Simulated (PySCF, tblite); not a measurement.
**C₇H₁₄N₂: geometry, infrared bands and NMR shifts**

Wanted: the infrared bands and NMR shifts of C₇H₁₄N₂ (`[H]/N=C/CCN1CCCC1`), by calculation.

Computed with tblite 0.8.0 and PySCF 2.14.0, with density-fitted response routines of our own, on a single molecule in the gas phase. Atoms are numbered from 0 throughout.

### Step 1. Starting geometry

23 atoms, charge 0, multiplicity 1; geometry from: force field or distance geometry start.

Bonds of the start (Å): N0–C1 1.29, C1–C2 1.48, C2–C3 1.53, C3–N4 1.46, N4–C5 1.47, C5–C6 1.52, C6–C7 1.53, C7–C8 1.52, C8–N4 1.46, N0–H9 1.02, C1–H10 1.11, C2–H11 1.10, C2–H12 1.10, C3–H13 1.09, C3–H14 1.10, C5–H15 1.11, C5–H16 1.09, C6–H17 1.10, C6–H18 1.10, C7–H19 1.10, C7–H20 1.10, C8–H21 1.10, C8–H22 1.09.

### Step 2. Geometry optimisation with GFN2-xTB

The job: settings as JSON, then the geometry in Å.

```
{"job": {"kind": "relax", "xc": "GFN2-xTB", "basis": "xTB"}, "charge": 0, "multiplicity": 1}
N      4.072600     0.789400     0.204700
C      3.292100    -0.238700     0.263800
C      1.971500    -0.280500    -0.409600
C      0.854900    -0.185600     0.629200
N     -0.477400    -0.415900     0.073600
C     -0.902500     0.642000    -0.860600
C     -2.402600     0.445600    -0.969100
C     -2.791500    -0.320300     0.295200
C     -1.510700    -0.443800     1.099700
H      4.921100     0.625500     0.744200
H      3.591300    -1.132800     0.856000
H      1.895800    -1.221900    -0.967300
H      1.894800     0.555000    -1.113800
H      0.914100     0.772100     1.155200
H      1.038500    -0.954300     1.400600
H     -0.689000     1.642200    -0.441700
H     -0.417500     0.557700    -1.834800
H     -2.660900    -0.148700    -1.855600
H     -2.927500     1.404900    -1.026200
H     -3.166600    -1.316600     0.021500
H     -3.589500     0.193300     0.856000
H     -1.429600     0.415100     1.785200
H     -1.486000    -1.356700     1.697600
```

The run is started by

```console
OMP_NUM_THREADS=1 python probes_run.py task.json out
```

This one command runs all jobs of the session in turn.

**Question.** This job is followed by: GFN2-xTB harmonic vibrations, gas phase; GIAO PBE0/pcSseg-1 NMR shielding, non-relativistic, gas phase. What will the session give for the following? strongest single infrared mode (GFN2-xTB); zero-point energy (GFN2-xTB); 13C shifts against TMS (PBE0/pcSseg-1, means over atoms taken as alike); 1H shifts against TMS (PBE0/pcSseg-1, means over atoms taken as alike); 15N shifts against NH3 (PBE0/pcSseg-1).

**Answer**, as computed:

```
                                                               quantity                                    value
                              strongest single infrared mode (GFN2-xTB)                    2810 cm⁻¹, 183 km/mol
                                           zero-point energy (GFN2-xTB)                           127.2 kcal/mol
13C shifts against TMS (PBE0/pcSseg-1, means over atoms taken as alike)        175.8, 57.6, 55.7, 46.4, 26.3 ppm
 1H shifts against TMS (PBE0/pcSseg-1, means over atoms taken as alike)  10.85, 8.35, 2.55, 2.49, 2.48, 1.85 ppm
                                 15N shifts against NH3 (PBE0/pcSseg-1)                          360.5, 75.0 ppm
```

**Reading.** The optimisation took 73 steps and gained 0.150 eV; among the close pairs (by a distance rule), N0–C1 changed most, from 1.292 to 1.253 Å. The lowest mode is imaginary (31i cm⁻¹), so the xTB geometry is not a minimum. Unscaled tight-binding wavenumbers are off by several per cent, some by more. Its intensities can rank the bands wrongly. At PBE0/pcSseg-1: Shielding is most anisotropic at N0 (span 640 ppm, paramagnetic term -405 ppm).
